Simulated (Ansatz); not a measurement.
I need harmonic frequencies at the relaxed geometry of BClFO, SMILES [O]B(F)Cl. Use Ansatz 0.2.0 through its Python package. Level of theory (for the species named): B3LYP, def2-SVP basis, multiplicity 2.

The script reads `bclfo.xyz`:
```text
4

O    -0.28600   -1.39860   -0.58460
B    -0.09280   -0.02320   -0.05670
F    -1.08830    1.03400   -0.27780
Cl    1.52270    0.32750    0.89880
```

`bclfo_freq.py`:
```python
"""Harmonic frequencies of BClFO at its relaxed geometry."""

import ansatz
import numpy as np

config = {
    "basis": "def2-SVP",
    "xc": "b3lyp",
}


def main() -> None:
    molecule = ansatz.Crystal.molecule_from_extxyz("bclfo.xyz")

    setup = (
        molecule.calculation()
        .basis(gaussian=config["basis"])
        .functional(config["xc"])
        .spin("collinear", total=1)
    )
    symbols = [site.symbol for site in molecule.cartesian_sites]
    start = np.array([site.position_ang for site in molecule.cartesian_sites], dtype=float)
    def progress(event):
        if event["event"] == "relax_step":
            row = event["data"]
            print(f"step {row['step']:3d}  E = {row['lagrangian_ev']:.6f} eV  max force {row['allowed_force_max_ev_ang']:.4f} eV/A")


    summary = setup.relax(force_tolerance=0.003).session().plan().execute(on_event=progress).report
    end = np.array(summary["positions_ang"])

    print("bond        before    after (A)")
    for i, j in [(0, 1), (1, 2), (1, 3)]:
        d0, d1 = (np.linalg.norm(xyz[i] - xyz[j]) for xyz in (start, end))
        print(f"{symbols[i]}{i}-{symbols[j]}{j}".ljust(10), f"{d0:8.4f} {d1:8.4f}")

    # same settings at the minimum
    minimum = ansatz.Crystal.molecule()
    for symbol, xyz in zip(symbols, end):
        minimum = minimum.atom(symbol, xyz.tolist())
    vibrating = (
        minimum.calculation()
        .basis(gaussian=config["basis"])
        .functional(config["xc"])
        .spin("collinear", total=1)
        .phonons(temperatures=(100, 500, 100))
    )
    vib = vibrating.run(threads=1).report["vibrations"]
    sums = vib["harmonic_sums"]
    modes = [m["omega_inv_cm"] for m in sums["modes_at_gamma"] if m["rigid_motion"] == "no"]
    print("frequencies (1/cm):", " ".join(f"{w:.0f}" for w in modes))
    print("imaginary modes:", sum(w < 0 for w in modes), " zero-point energy:", round(sums["zero_point_energy_ev"], 4), "eV")
    print("T (K)   F_vib (eV)   S_vib (meV/K)   C_vib (meV/K)")
    for row in zip(sums["temperatures_k"], sums["vibrational_free_energy_ev"], vib["entropy_ev_per_k"], vib["heat_capacity_ev_per_k"]):
        print(f"{row[0]:6.1f} {row[1]:11.4f} {1000 * row[2]:13.4f} {1000 * row[3]:15.4f}")


if __name__ == "__main__":
    main()
```

Output of `python bclfo_freq.py`:
```text
step   1  E = -17955.926909 eV  max force 4.3704 eV/A
step   2  E = -17956.838250 eV  max force 2.1757 eV/A
step   3  E = -17956.783622 eV  max force 2.0786 eV/A
step   4  E = -17957.024789 eV  max force 0.2233 eV/A
step   5  E = -17957.027905 eV  max force 0.0748 eV/A
step   6  E = -17957.028776 eV  max force 0.0072 eV/A
step   7  E = -17957.028785 eV  max force 0.0010 eV/A
bond        before    after (A)
O0-B1        1.4858   1.3321
B1-F2        1.4689   1.3168
B1-Cl3       1.9094   1.7687
frequencies (1/cm): 274 368 566 673 1138 1493
imaginary modes: 0  zero-point energy: 0.2797 eV
T (K)   F_vib (eV)   S_vib (meV/K)   C_vib (meV/K)
 100.0      0.2794        0.0114          0.0414
 200.0      0.2754        0.0760          0.1558
 300.0      0.2638        0.1566          0.2430
 400.0      0.2441        0.2357          0.3065
 500.0      0.2168        0.3094          0.3535
```

Caveats:
- Total energies depend on the basis set; only differences at equal settings carry meaning.
- The frequencies are harmonic and unscaled, in a modest basis. The result belongs to the one conformer reached from this start, and soft torsions count as harmonic oscillators.
- The species is open-shell (spin multiplicity 2).
- b3lyp holds the VWN-RPA fit, as in Gaussian; the form of ORCA and Turbomole is b3lyp5.
- Wall time of the script: 27 s on 1 thread of Intel(R) Xeon(R) 6975P-C (Granite Rapids), on a shared host, peak memory 0.23 GiB.

(Lines on the test bed's own set-up are left out of the output.)
